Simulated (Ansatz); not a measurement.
# CH6ClFSSi2: the cost of one run

All numbers below are computed with Ansatz 0.2.0 (RKS PBE-D4/def2-SVP).

### Step 1. The system as given

Bond lengths: F1–C2 1.379 Å, C2–Si3 1.826 Å, C2–S4 1.867 Å, C2–Si5 1.827 Å, Si5–Cl6 2.062 Å, Si3–H7 1.547 Å, Si3–H8 1.438 Å, Si3–H9 1.536 Å, S4–H10 1.274 Å, Si5–H11 1.482 Å, Si5–H12 1.521 Å. Angles (14 of 19 angles, heavy atoms first): F1–C2–Si3 107.3°, F1–C2–S4 106.9°, F1–C2–Si5 112.6°, Si3–C2–S4 110.5°, Si3–C2–Si5 105.5°, S4–C2–Si5 113.9°, C2–Si5–Cl6 112.5°, C2–Si3–H7 110.5°, C2–Si3–H8 113.9°, C2–Si3–H9 113.0°, C2–S4–H10 96.3°, C2–Si5–H11 113.7°, C2–Si5–H12 111.7°, Cl6–Si5–H11 106.3°.

Structure file:

```xyz
12

F     0.7552   -0.1867   -1.6526
C     0.3348    0.2120   -0.4013
Si    0.5617   -1.2074    0.7245
S     1.4300    1.6341    0.1119
Si   -1.4501    0.5975   -0.3495
Cl   -1.9743    2.0889   -1.6737
H     2.0528   -1.6144    0.7901
H    -0.1386   -2.3941    0.3140
H     0.1950   -0.8828    2.1803
H     2.5093    1.1593   -0.3698
H    -2.3203   -0.5614   -0.6608
H    -1.8786    1.0999    1.0208
```

### Step 2. End point A

File input.yaml:

```yaml
crystal:
  periodic: [false, false, false]
  atoms:
    - { symbol: F, position_ang: [0.7552, -0.1867, -1.6526] }
    - { symbol: C, position_ang: [0.3348, 0.212, -0.4013] }
    - { symbol: Si, position_ang: [0.5617, -1.2074, 0.7245] }
    - { symbol: S, position_ang: [1.43, 1.6341, 0.1119] }
    - { symbol: Si, position_ang: [-1.4501, 0.5975, -0.3495] }
    - { symbol: Cl, position_ang: [-1.9743, 2.0889, -1.6737] }
    - { symbol: H, position_ang: [2.0528, -1.6144, 0.7901] }
    - { symbol: H, position_ang: [-0.1386, -2.3941, 0.314] }
    - { symbol: H, position_ang: [0.195, -0.8828, 2.1803] }
    - { symbol: H, position_ang: [2.5093, 1.1593, -0.3698] }
    - { symbol: H, position_ang: [-2.3203, -0.5614, -0.6608] }
    - { symbol: H, position_ang: [-1.8786, 1.0999, 1.0208] }
basis:
  gaussian: { orbitals: def2-SVP }
hamiltonian:
  xc: pbe
  dispersion: d4
relax:
  f_tol: 0.015
  max_steps: 40
```

Started as:

```
ansatz run input.yaml --threads 2 --pin off --max-ram 3072MiB --backend cpu --events-out ev --progress --plain --runs-dir out
```

**Question.** How long does this run take on 2 threads of Intel Xeon Platinum 8488C (Sapphire Rapids), shared host, and how much memory does it need?

About 30 s, with a peak of 0.21 GiB.
